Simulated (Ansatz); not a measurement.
# ClFH2O2Ti: the cost of one run

Method: the settings change from run to run; program: Ansatz 0.2.0, Gaussian basis.

### 1 The molecule

The geometry comes from an earlier relaxation with PBE0-D4 in a triple-zeta def2 set; it is a stationary point, not always the lowest conformer.

SMILES `[OH][Ti]([OH])([F])[Cl]`, 7 atoms, charge 0, spin multiplicity 1.

Atoms are counted from 1 here; the program's logs count them from 0.

Bond lengths: O1–Ti2 1.766 Å, O1–H6 0.957 Å, Ti2–O3 1.773 Å, Ti2–F4 1.754 Å, Ti2–Cl5 2.207 Å, O3–H7 0.959 Å. Angles: Ti2–O1–H6 141.4°, O1–Ti2–O3 109.3°, O1–Ti2–F4 110.2°, O1–Ti2–Cl5 108.9°, O3–Ti2–F4 109.6°, O3–Ti2–Cl5 110.0°, F4–Ti2–Cl5 108.7°, Ti2–O3–H7 133.5°.

### 2 revPBE0/x2c-TZVPPall

Options: charge +1, multiplicity 2.

in.yaml reads:

```yaml
crystal:
  periodic: [false, false, false]
  atoms:
    - {symbol: O, position_ang: [-1.153964, 0.253702, 0.860611]}
    - {symbol: Ti, position_ang: [0.052224, 0.023465, -0.407895]}
    - {symbol: O, position_ang: [1.465354, -0.806606, 0.269290]}
    - {symbol: F, position_ang: [-0.621044, -0.931074, -1.715970]}
    - {symbol: Cl, position_ang: [0.643521, 1.996727, -1.201241]}
    - {symbol: H, position_ang: [-2.097112, 0.360741, 0.985685]}
    - {symbol: H, position_ang: [1.772223, -0.965056, 1.163819]}
basis:
  gaussian: {orbitals: x2c-TZVPPall}
total_charge: 1
magnetization: {spin_polarized: true, initial_magnetization: 1}
hamiltonian: {xc: {name: revPBE0}}
output: {forces: true}
```

On the command line:

```
$ ansatz run in.yaml --threads 4 --pin off --events-out ev --progress --plain --max-ram 10444MiB
```

What time and memory should one allow on 4 threads of Arm Neoverse V1, shared host?

About 28 s, with a peak of 1.2 GiB.
